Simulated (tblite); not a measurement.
# CH8GeNSi: the cost of one run

Programs: tblite 0.8.0 and PySCF 2.14.0. All values are calculated, for the isolated system unless a continuum is named. Atoms count from 0, parts from 1.

## 1. The system as given

12 atoms, charge 0, multiplicity 2; geometry: distance geometry start.

## 2. Geometry optimisation with GFN2-xTB

Job settings and geometry (Å):

```
{"job": {"kind": "relax", "xc": "GFN2-xTB", "basis": "xTB"}, "charge": 0, "multiplicity": 2}
Ge     0.438401    -0.360426    -0.550418
N     -1.238609     0.231670     0.172468
Si    -2.679162    -0.799786    -0.186600
C      0.717074     0.441672    -2.287955
H      1.556155     0.008194     0.409243
H      0.418660    -1.878000    -0.677366
H     -1.385712     1.243681     0.135810
H     -3.435436    -0.966684     1.004730
H     -2.226977    -2.073676    -0.640370
H     -3.466639    -0.211284    -1.193307
H     -0.128587     0.678666    -2.822389
H      1.540088     0.067777    -2.829492
```

With the program's defaults for keys left out, this is: GFN2-xTB geometry optimisation, gas phase.

Command:

```console
$ OMP_NUM_THREADS=1 python cluster_run.py task.json out
```

The driver reads the jobs from task.json and runs them one after another.

**Question.** How long does this first job take on 1 thread of Arm Neoverse V2, shared host?

About 2.1 s.
